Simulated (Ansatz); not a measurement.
# AlBrH5N: the cost of one run

Method: RKS B3LYP-D4/def2-SVPD, in Ansatz 0.2.0.

### Step 1. Starting point

Bond lengths: Al1–N2 2.270 Å, N2–H3 1.060 Å, N2–H4 1.060 Å, Al1–H5 1.560 Å, Al1–H6 1.560 Å, Al1–Br7 2.710 Å, Br7–H8 1.779 Å. Angles: Al1–N2–H3 120.0°, Al1–N2–H4 120.0°, H3–N2–H4 120.0°, N2–Al1–H5 120.0°, N2–Al1–H6 120.0°, N2–Al1–Br7 71.6°, H5–Al1–H6 120.0°, H5–Al1–Br7 105.4°, H6–Al1–Br7 92.8°, Al1–Br7–H8 61.8°.

Structure file:

```xyz
8

Al    0.0000    0.0000    0.0000
N     0.0000    0.0000    2.2700
H    -0.8770   -0.2713    2.8000
H     0.8770    0.2713    2.8000
H     1.3510    0.0000   -0.7800
H    -1.3510    0.0000   -0.7800
Br   -0.3390    2.5493    0.8545
H    -0.1688    1.2694    2.0782
```

### Step 2. Pulling towards end A

Springs on the bonds that form and break draw the guess towards this end; the thresholds are loose.

File input.yaml:

```yaml
crystal:
  periodic: [false, false, false]
  atoms:
    - { symbol: Al, position_ang: [0.0, 0.0, 0.0] }
    - { symbol: "N", position_ang: [0.0, 0.0, 2.27] }
    - { symbol: H, position_ang: [-0.877, -0.2713, 2.8] }
    - { symbol: H, position_ang: [0.877, 0.2713, 2.8] }
    - { symbol: H, position_ang: [1.351, 0.0, -0.78] }
    - { symbol: H, position_ang: [-1.351, 0.0, -0.78] }
    - { symbol: Br, position_ang: [-0.339, 2.5493, 0.8545] }
    - { symbol: H, position_ang: [-0.1688, 1.2694, 2.0782] }
basis:
  gaussian: { orbitals: def2-SVPD }
hamiltonian:
  xc: b3lyp
  dispersion: d4
relax:
  f_tol: 0.15
  max_steps: 25
  restrain:
    - { distance: [0, 6], at: 3.61, k: 30.0 }
    - { distance: [7, 1], at: 2.26, k: 30.0 }
    - { distance: [0, 1], at: 1.92, k: 30.0 }
    - { distance: [7, 6], at: 1.55, k: 30.0 }
```

Command:

```console
ansatz run input.yaml --threads 4 --pin off --max-ram 5120MiB --backend cpu --events-out ev --progress --plain --runs-dir out
```

Q: Estimate wall time and peak memory on 4 threads of Arm Neoverse V2, shared host.

About 14 s, with a peak of 0.31 GiB.
